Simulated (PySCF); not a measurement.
# OZr: levels of theory, part 2 of 2

The task, for OZr: compare levels of theory; the runs are relaxation and vibrations and intensities.

PySCF 2.14.0; relaxation, HF, def2-tzvpd, and further levels as typed in the inputs. Earlier steps stand in the parts before.

### 4 Relaxation: relaxation, pbe, def2-tzvpd

The input, run.py:

```python
from pyscf import gto, dft
from pyscf.geomopt.geometric_solver import optimize
mol = gto.M(atom="mol.xyz", basis="def2-tzvpd", verbose=4)
mol.set(ecp='def2-tzvpd').build()
mf = dft.RKS(mol, xc="pbe").density_fit().run(conv_tol=1e-9)
m = optimize(mf, maxsteps=60)
print("optimised structure (A):")
for k in range(m.natm): print(m.atom_symbol(k), *(f"{x:.8f}" for x in m.atom_coords(unit="A")[k]))
```

Launch:

```sh
> python run.py
```

The log of the run:

```text
[INPUT] num. atoms = 2
[INPUT] num. electrons = 48
[INPUT] charge = 0
[INPUT] spin (= nelec alpha-beta = 2S) = 0
[INPUT] symmetry False subgroup None
[INPUT] Mole.unit = angstrom
[INPUT] Symbol           X                Y                Z      unit          X                Y                Z       unit  Magmom
[INPUT]  1 Zr     0.000000000000   0.000000000000   0.000000000000 AA    0.000000000000   0.000000000000   0.000000000000 Bohr   0.0
[INPUT]  2 O      0.000000000000   0.000000000000   1.710000000000 AA    0.000000000000   0.000000000000   3.231431673006 Bohr   0.0

nuclear repulsion = 99.0273143242105
number of shells = 28
number of NR pGTOs = 115
number of NR cGTOs = 80
basis = def2-tzvpd
ecp = {}

WARN: ECP not specified. The basis set def2-tzvpd include an ECP. Recommended ECP: def2-TZVPD.

******** <class 'pyscf.df.df_jk.DFRKS'> ********
method = DFRKS
initial guess = minao
damping factor = 0
level_shift factor = 0
DIIS = <class 'pyscf.scf.diis.CDIIS'>
diis_start_cycle = 1
diis_space = 8
diis_damp = 0
SCF conv_tol = 1e-09
SCF conv_tol_grad = None
SCF max_cycles = 50
direct_scf = False
XC library pyscf.dft.libxc version 7.0.0
    S. Lehtola, C. Steigemann, M. J.T. Oliveira, and M. A.L. Marques.,  SoftwareX 7, 1–5 (2018)
XC functionals = pbe
    J. P. Perdew, K. Burke, and M. Ernzerhof.,  Phys. Rev. Lett. 77, 3865 (1996)
    J. P. Perdew, K. Burke, and M. Ernzerhof.,  Phys. Rev. Lett. 78, 1396 (1997)
    J. P. Perdew, K. Burke, and M. Ernzerhof.,  Phys. Rev. Lett. 77, 3865 (1996)
    J. P. Perdew, K. Burke, and M. Ernzerhof.,  Phys. Rev. Lett. 78, 1396 (1997)
radial grids:
    Treutler-Ahlrichs [JCP 102, 346 (1995); DOI:10.1063/1.469408] (M4) radial grids

becke partition: Becke, JCP 88, 2547 (1988); DOI:10.1063/1.454033
pruning grids: <function nwchem_prune at 0x70e555057100>
grids dens level: 3
symmetrized grids: False
atomic radii adjust function: <function treutler_atomic_radii_adjust at 0x70e55507c0e0>
small_rho_cutoff = 0
Set gradient conv threshold to 3.16228e-05
Initial guess from minao.
tot grids = 36472
init E= -116.886769127796

WARN: HOMO -0.488860955033022 == LUMO -0.488860945442136

cycle= 1 E= -121.723091212903  delta_E= -4.84  |g|= 1.23  |ddm|= 5.04
  HOMO = -0.00340842325024582  LUMO = 0.0218383362649501  gap/eV = 0.68700
cycle= 2 E= -121.083988128243  delta_E= 0.639  |g|= 2.07  |ddm|= 4.25
  HOMO = -0.134436230487985  LUMO = -0.0809380270307178  gap/eV = 1.45576
cycle= 3 E= -122.034364252293  delta_E= -0.95  |g|= 0.911  |ddm|= 3.45
  HOMO = -0.165793265337658  LUMO = -0.141899713083508  gap/eV = 0.65018
cycle= 4 E= -122.130908204971  delta_E= -0.0965  |g|= 0.678  |ddm|= 0.976
  HOMO = -0.162221990738027  LUMO = -0.148367515981162  gap/eV = 0.37700
cycle= 5 E= -122.218737193133  delta_E= -0.0878  |g|= 0.0422  |ddm|= 0.397
  HOMO = -0.168615105520459  LUMO = -0.156640988525798  gap/eV = 0.32583
cycle= 6 E= -122.218763403319  delta_E= -2.62e-05  |g|= 0.0458  |ddm|= 0.111
  HOMO = -0.168739836720906  LUMO = -0.157873264227048  gap/eV = 0.29569
cycle= 7 E= -122.219277787533  delta_E= -0.000514  |g|= 0.00636  |ddm|= 0.049
  HOMO = -0.168847045596521  LUMO = -0.15801020663882  gap/eV = 0.29489
cycle= 8 E= -122.219285799939  delta_E= -8.01e-06  |g|= 0.00135  |ddm|= 0.00648
  HOMO = -0.168715289645757  LUMO = -0.157784301958632  gap/eV = 0.29745
cycle= 9 E= -122.219286236721  delta_E= -4.37e-07  |g|= 0.000325  |ddm|= 0.00212
  HOMO = -0.168703693743118  LUMO = -0.157764459510661  gap/eV = 0.29767
cycle= 10 E= -122.219286258774  delta_E= -2.21e-08  |g|= 1.28e-05  |ddm|= 0.000232
  HOMO = -0.168704475363366  LUMO = -0.157766010555975  gap/eV = 0.29765
cycle= 11 E= -122.219286258822  delta_E= -4.79e-11  |g|= 6.43e-06  |ddm|= 3.41e-05
  HOMO = -0.168704825980245  LUMO = -0.157766491095053  gap/eV = 0.29765
Extra cycle  E= -122.219286258611  delta_E= 2.11e-10  |g|= 3.31e-05  |ddm|= 2.29e-05
converged SCF energy = -122.219286258611
Create scanner for <class 'pyscf.df.grad.rks.Gradients'>
Create scanner for <class 'pyscf.df.df_jk.DFRKS'>

Geometry optimization cycle 1
Cartesian coordinates (Angstrom)
 Atom        New coordinates             dX        dY        dZ
  Zr   0.000000   0.000000   0.000000    0.000000  0.000000  0.000000
   O   0.000000   0.000000   1.710000    0.000000  0.000000  0.000000

WARN: Mole.unit (angstrom) is changed to Bohr

New geometry
   1 Zr     0.000000000000   0.000000000000   0.000000000000 AA    0.000000000000   0.000000000000   0.000000000000 Bohr
   2 O      0.000000000000   0.000000000000   1.710000000000 AA    0.000000000000   0.000000000000   3.231431673006 Bohr

******** <class 'pyscf.scf.hf.DFRKS_Scanner'> ********
method = DFRKS_Scanner
initial guess = minao
damping factor = 0
level_shift factor = 0
DIIS = <class 'pyscf.scf.diis.CDIIS'>
diis_start_cycle = 1
diis_space = 8
diis_damp = 0
SCF conv_tol = 1e-09
SCF conv_tol_grad = None
SCF max_cycles = 50
direct_scf = False
XC library pyscf.dft.libxc version 7.0.0
    S. Lehtola, C. Steigemann, M. J.T. Oliveira, and M. A.L. Marques.,  SoftwareX 7, 1–5 (2018)
XC functionals = pbe
    J. P. Perdew, K. Burke, and M. Ernzerhof.,  Phys. Rev. Lett. 77, 3865 (1996)
    J. P. Perdew, K. Burke, and M. Ernzerhof.,  Phys. Rev. Lett. 78, 1396 (1997)
    J. P. Perdew, K. Burke, and M. Ernzerhof.,  Phys. Rev. Lett. 77, 3865 (1996)
    J. P. Perdew, K. Burke, and M. Ernzerhof.,  Phys. Rev. Lett. 78, 1396 (1997)
radial grids:
    Treutler-Ahlrichs [JCP 102, 346 (1995); DOI:10.1063/1.469408] (M4) radial grids

becke partition: Becke, JCP 88, 2547 (1988); DOI:10.1063/1.454033
pruning grids: <function nwchem_prune at 0x70e555057100>
grids dens level: 3
symmetrized grids: False
atomic radii adjust function: <function treutler_atomic_radii_adjust at 0x70e55507c0e0>
small_rho_cutoff = 0
Set gradient conv threshold to 3.16228e-05
tot grids = 36472
init E= -122.219286258611
  HOMO = -0.168702953521959  LUMO = -0.1577633486731  gap/eV = 0.29768
cycle= 1 E= -122.219286253531  delta_E= 5.08e-09  |g|= 0.000164  |ddm|= 0.000104
  HOMO = -0.168712505870152  LUMO = -0.15777994719064  gap/eV = 0.29749
cycle= 2 E= -122.21928613103  delta_E= 1.23e-07  |g|= 0.000804  |ddm|= 0.000505
  HOMO = -0.168704487918708  LUMO = -0.15776590801583  gap/eV = 0.29765
cycle= 3 E= -122.219286258831  delta_E= -1.28e-07  |g|= 1.71e-06  |ddm|= 0.000418
  HOMO = -0.16870453799959  LUMO = -0.157766052203525  gap/eV = 0.29765
cycle= 4 E= -122.219286258831  delta_E= -7.67e-13  |g|= 1.28e-07  |ddm|= 2.4e-06
  HOMO = -0.168704523116463  LUMO = -0.157766027758915  gap/eV = 0.29765
Extra cycle  E= -122.219286258831  delta_E= 5.68e-13  |g|= 6.6e-07  |ddm|= 5e-07
converged SCF energy = -122.219286258831

******** <class 'pyscf.grad.rhf.Gradients_Scanner'> for <class 'pyscf.scf.hf.DFRKS_Scanner'> ********
unit = Eh/Bohr
grid_response = False
--------------- DFRKS_Scanner gradients ---------------
         x                y                z
0 Zr    -0.0000000000    -0.0000000000     0.0139386377
1 O     0.0000000000     0.0000000000    -0.0139657896
----------------------------------------------
cycle 1: E = -122.219286259  dE = -122.219  norm(grad) = 0.0197314

Geometry optimization cycle 2
Cartesian coordinates (Angstrom)
 Atom        New coordinates             dX        dY        dZ
  Zr   0.000000   0.000000  -0.010347    0.000000  0.000000 -0.010347
   O  -0.000000  -0.000000   1.720922   -0.000000 -0.000000  0.010922
New geometry
   1 Zr     0.000000000000   0.000000000000  -0.010347218326 AA    0.000000000000   0.000000000000  -0.019553408788 Bohr
   2 O     -0.000000000000  -0.000000000000   1.720921944620 AA   -0.000000000000  -0.000000000000   3.252071157085 Bohr

******** <class 'pyscf.scf.hf.DFRKS_Scanner'> ********
method = DFRKS_Scanner
initial guess = minao
damping factor = 0
level_shift factor = 0
DIIS = <class 'pyscf.scf.diis.CDIIS'>
diis_start_cycle = 1
diis_space = 8
diis_damp = 0
SCF conv_tol = 1e-09
SCF conv_tol_grad = None
SCF max_cycles = 50
direct_scf = False
XC library pyscf.dft.libxc version 7.0.0
    S. Lehtola, C. Steigemann, M. J.T. Oliveira, and M. A.L. Marques.,  SoftwareX 7, 1–5 (2018)
XC functionals = pbe
    J. P. Perdew, K. Burke, and M. Ernzerhof.,  Phys. Rev. Lett. 77, 3865 (1996)
    J. P. Perdew, K. Burke, and M. Ernzerhof.,  Phys. Rev. Lett. 78, 1396 (1997)
    J. P. Perdew, K. Burke, and M. Ernzerhof.,  Phys. Rev. Lett. 77, 3865 (1996)
    J. P. Perdew, K. Burke, and M. Ernzerhof.,  Phys. Rev. Lett. 78, 1396 (1997)
radial grids:
    Treutler-Ahlrichs [JCP 102, 346 (1995); DOI:10.1063/1.469408] (M4) radial grids

becke partition: Becke, JCP 88, 2547 (1988); DOI:10.1063/1.454033
pruning grids: <function nwchem_prune at 0x70e555057100>
grids dens level: 3
symmetrized grids: False
atomic radii adjust function: <function treutler_atomic_radii_adjust at 0x70e55507c0e0>
small_rho_cutoff = 0
Set gradient conv threshold to 3.16228e-05
tot grids = 36472
init E= -122.209767428703
  HOMO = -0.172076271659382  LUMO = -0.161991699417211  gap/eV = 0.27442
cycle= 1 E= -122.219172557726  delta_E= -0.00941  |g|= 0.0323  |ddm|= 0.0538
  HOMO = -0.170534782199672  LUMO = -0.159905591422647  gap/eV = 0.28924
cycle= 2 E= -122.214713433166  delta_E= 0.00446  |g|= 0.152  |ddm|= 0.118
  HOMO = -0.169246114612237  LUMO = -0.157969842604987  gap/eV = 0.30684
cycle= 3 E= -122.2193737712  delta_E= -0.00466  |g|= 0.0154  |ddm|= 0.0829
  HOMO = -0.169790808973535  LUMO = -0.159350015060361  gap/eV = 0.28411
cycle= 4 E= -122.219427796562  delta_E= -5.4e-05  |g|= 0.00207  |ddm|= 0.02
  HOMO = -0.169737322567851  LUMO = -0.159193140414764  gap/eV = 0.28692
cycle= 5 E= -122.219428742697  delta_E= -9.46e-07  |g|= 0.000223  |ddm|= 0.00211
  HOMO = -0.169775429990074  LUMO = -0.159254198092642  gap/eV = 0.28630
cycle= 6 E= -122.219428756708  delta_E= -1.4e-08  |g|= 4.32e-05  |ddm|= 0.000503
  HOMO = -0.169774786550866  LUMO = -0.159253271650938  gap/eV = 0.28631
cycle= 7 E= -122.219428757164  delta_E= -4.56e-10  |g|= 6.89e-06  |ddm|= 5.31e-05
  HOMO = -0.169774486835553  LUMO = -0.159252586546477  gap/eV = 0.28632
Extra cycle  E= -122.219428756965  delta_E= 1.99e-10  |g|= 3.24e-05  |ddm|= 2.57e-05
converged SCF energy = -122.219428756965

******** <class 'pyscf.grad.rhf.Gradients_Scanner'> for <class 'pyscf.scf.hf.DFRKS_Scanner'> ********
unit = Eh/Bohr
grid_response = False
--------------- DFRKS_Scanner gradients ---------------
         x                y                z
0 Zr     0.0000000000    -0.0000000000    -0.0065158457
1 O    -0.0000000000     0.0000000000     0.0064906402
----------------------------------------------
cycle 2: E = -122.219428757  dE = -0.000142498  norm(grad) = 0.00919699

Geometry optimization cycle 3
Cartesian coordinates (Angstrom)
 Atom        New coordinates             dX        dY        dZ
  Zr  -0.000000   0.000000  -0.006784   -0.000000  0.000000  0.003563
   O   0.000000  -0.000000   1.717723    0.000000 -0.000000 -0.003199
New geometry
   1 Zr    -0.000000000000   0.000000000000  -0.006784452602 AA   -0.000000000000   0.000000000000  -0.012820757324 Bohr
   2 O      0.000000000000  -0.000000000000   1.717723108880 AA    0.000000000000  -0.000000000000   3.246026233619 Bohr

******** <class 'pyscf.scf.hf.DFRKS_Scanner'> ********
method = DFRKS_Scanner
initial guess = minao
damping factor = 0
level_shift factor = 0
DIIS = <class 'pyscf.scf.diis.CDIIS'>
diis_start_cycle = 1
diis_space = 8
diis_damp = 0
SCF conv_tol = 1e-09
SCF conv_tol_grad = None
SCF max_cycles = 50
direct_scf = False
XC library pyscf.dft.libxc version 7.0.0
    S. Lehtola, C. Steigemann, M. J.T. Oliveira, and M. A.L. Marques.,  SoftwareX 7, 1–5 (2018)
XC functionals = pbe
    J. P. Perdew, K. Burke, and M. Ernzerhof.,  Phys. Rev. Lett. 77, 3865 (1996)
    J. P. Perdew, K. Burke, and M. Ernzerhof.,  Phys. Rev. Lett. 78, 1396 (1997)
    J. P. Perdew, K. Burke, and M. Ernzerhof.,  Phys. Rev. Lett. 77, 3865 (1996)
    J. P. Perdew, K. Burke, and M. Ernzerhof.,  Phys. Rev. Lett. 78, 1396 (1997)
radial grids:
    Treutler-Ahlrichs [JCP 102, 346 (1995); DOI:10.1063/1.469408] (M4) radial grids

becke partition: Becke, JCP 88, 2547 (1988); DOI:10.1063/1.454033
pruning grids: <function nwchem_prune at 0x70e555057100>
grids dens level: 3
symmetrized grids: False
atomic radii adjust function: <function treutler_atomic_radii_adjust at 0x70e55507c0e0>
small_rho_cutoff = 0
Set gradient conv threshold to 3.16228e-05
tot grids = 36472
init E= -122.222607521331
  HOMO = -0.168684467228333  LUMO = -0.157872504701858  gap/eV = 0.29421
cycle= 1 E= -122.219446525571  delta_E= 0.00316  |g|= 0.0102  |ddm|= 0.0171
  HOMO = -0.169229834969973  LUMO = -0.158615877322496  gap/eV = 0.28882
cycle= 2 E= -122.219049289608  delta_E= 0.000397  |g|= 0.0453  |ddm|= 0.0365
  HOMO = -0.169606912995771  LUMO = -0.159191289787896  gap/eV = 0.28342
cycle= 3 E= -122.219466494702  delta_E= -0.000417  |g|= 0.00491  |ddm|= 0.0254
  HOMO = -0.169432833493004  LUMO = -0.158753095850479  gap/eV = 0.29061
cycle= 4 E= -122.219471937855  delta_E= -5.44e-06  |g|= 0.00053  |ddm|= 0.00625
  HOMO = -0.169449828447345  LUMO = -0.158801010560353  gap/eV = 0.28977
cycle= 5 E= -122.219472001844  delta_E= -6.4e-08  |g|= 6.83e-05  |ddm|= 0.000647
  HOMO = -0.169438047386734  LUMO = -0.158782192934886  gap/eV = 0.28996
cycle= 6 E= -122.219472003391  delta_E= -1.55e-09  |g|= 7.09e-06  |ddm|= 0.000155
  HOMO = -0.169437976007414  LUMO = -0.158782198487035  gap/eV = 0.28996
cycle= 7 E= -122.219472003399  delta_E= -7.28e-12  |g|= 2.42e-06  |ddm|= 1.19e-05
  HOMO = -0.169437994617432  LUMO = -0.158782321119051  gap/eV = 0.28996
Extra cycle  E= -122.219472003373  delta_E= 2.61e-11  |g|= 1.16e-05  |ddm|= 9.03e-06
converged SCF energy = -122.219472003373

******** <class 'pyscf.grad.rhf.Gradients_Scanner'> for <class 'pyscf.scf.hf.DFRKS_Scanner'> ********
unit = Eh/Bohr
grid_response = False
--------------- DFRKS_Scanner gradients ---------------
         x                y                z
0 Zr     0.0000000000    -0.0000000000    -0.0002371068
1 O    -0.0000000000     0.0000000000     0.0002107510
----------------------------------------------
cycle 3: E = -122.219472003  dE = -4.32464e-05  norm(grad) = 0.000317231

Geometry optimization cycle 4
Cartesian coordinates (Angstrom)
 Atom        New coordinates             dX        dY        dZ
  Zr  -0.000000   0.000000  -0.006378   -0.000000  0.000000  0.000407
   O   0.000000  -0.000000   1.717888    0.000000 -0.000000  0.000165
New geometry
   1 Zr    -0.000000000000   0.000000000000  -0.006377546779 AA   -0.000000000000   0.000000000000  -0.012051816758 Bohr
   2 O      0.000000000000  -0.000000000000   1.717888070635 AA    0.000000000000  -0.000000000000   3.246337966158 Bohr

******** <class 'pyscf.scf.hf.DFRKS_Scanner'> ********
method = DFRKS_Scanner
initial guess = minao
damping factor = 0
level_shift factor = 0
DIIS = <class 'pyscf.scf.diis.CDIIS'>
diis_start_cycle = 1
diis_space = 8
diis_damp = 0
SCF conv_tol = 1e-09
SCF conv_tol_grad = None
SCF max_cycles = 50
direct_scf = False
XC library pyscf.dft.libxc version 7.0.0
    S. Lehtola, C. Steigemann, M. J.T. Oliveira, and M. A.L. Marques.,  SoftwareX 7, 1–5 (2018)
XC functionals = pbe
    J. P. Perdew, K. Burke, and M. Ernzerhof.,  Phys. Rev. Lett. 77, 3865 (1996)
    J. P. Perdew, K. Burke, and M. Ernzerhof.,  Phys. Rev. Lett. 78, 1396 (1997)
    J. P. Perdew, K. Burke, and M. Ernzerhof.,  Phys. Rev. Lett. 77, 3865 (1996)
    J. P. Perdew, K. Burke, and M. Ernzerhof.,  Phys. Rev. Lett. 78, 1396 (1997)
radial grids:
    Treutler-Ahlrichs [JCP 102, 346 (1995); DOI:10.1063/1.469408] (M4) radial grids

becke partition: Becke, JCP 88, 2547 (1988); DOI:10.1063/1.454033
pruning grids: <function nwchem_prune at 0x70e555057100>
grids dens level: 3
symmetrized grids: False
atomic radii adjust function: <function treutler_atomic_radii_adjust at 0x70e55507c0e0>
small_rho_cutoff = 0
Set gradient conv threshold to 3.16228e-05
tot grids = 36472
init E= -122.219584113014
  HOMO = -0.169399797558597  LUMO = -0.15873426528473  gap/eV = 0.29022
cycle= 1 E= -122.21947201444  delta_E= 0.000112  |g|= 0.000419  |ddm|= 0.000624
  HOMO = -0.16941511444374  LUMO = -0.15875384288482  gap/eV = 0.29011
cycle= 2 E= -122.219471278209  delta_E= 7.36e-07  |g|= 0.00195  |ddm|= 0.00148
  HOMO = -0.169431785393643  LUMO = -0.158779877121116  gap/eV = 0.28985
cycle= 3 E= -122.219472049419  delta_E= -7.71e-07  |g|= 0.000169  |ddm|= 0.00106
  HOMO = -0.169425738027576  LUMO = -0.158764400577946  gap/eV = 0.29011
cycle= 4 E= -122.219472056165  delta_E= -6.75e-09  |g|= 1.97e-05  |ddm|= 0.000228
  HOMO = -0.169426343831808  LUMO = -0.158766120871222  gap/eV = 0.29008
cycle= 5 E= -122.219472056253  delta_E= -8.81e-11  |g|= 2.23e-06  |ddm|= 2.31e-05
  HOMO = -0.16942559440088  LUMO = -0.158764848095404  gap/eV = 0.29009
Extra cycle  E= -122.219472056248  delta_E= 4.35e-12  |g|= 4.99e-06  |ddm|= 1.11e-05
converged SCF energy = -122.219472056248

******** <class 'pyscf.grad.rhf.Gradients_Scanner'> for <class 'pyscf.scf.hf.DFRKS_Scanner'> ********
unit = Eh/Bohr
grid_response = False
--------------- DFRKS_Scanner gradients ---------------
         x                y                z
0 Zr    -0.0000000000    -0.0000000000    -0.0000095000
1 O     0.0000000000     0.0000000000    -0.0000168888
----------------------------------------------
cycle 4: E = -122.219472056  dE = -5.28756e-08  norm(grad) = 1.93774e-05
optimised structure (A):
Zr -0.00000000 0.00000000 -0.00637755
O 0.00000000 -0.00000000 1.71788807
```

Wall time 12 s (2 threads of Intel Xeon Platinum 8259CL at 2.50GHz (Skylake/Cascade Lake), shared host).

### 5 Summary of results

What follows sums up all 2 parts.

| quantity | value |
| --- | --- |
| harmonic frequencies (step 3) | 1084 cm⁻¹ |
| zero-point energy (step 3) | 0.067 eV |

**Reading.** In step 3 all modes are real: a minimum.
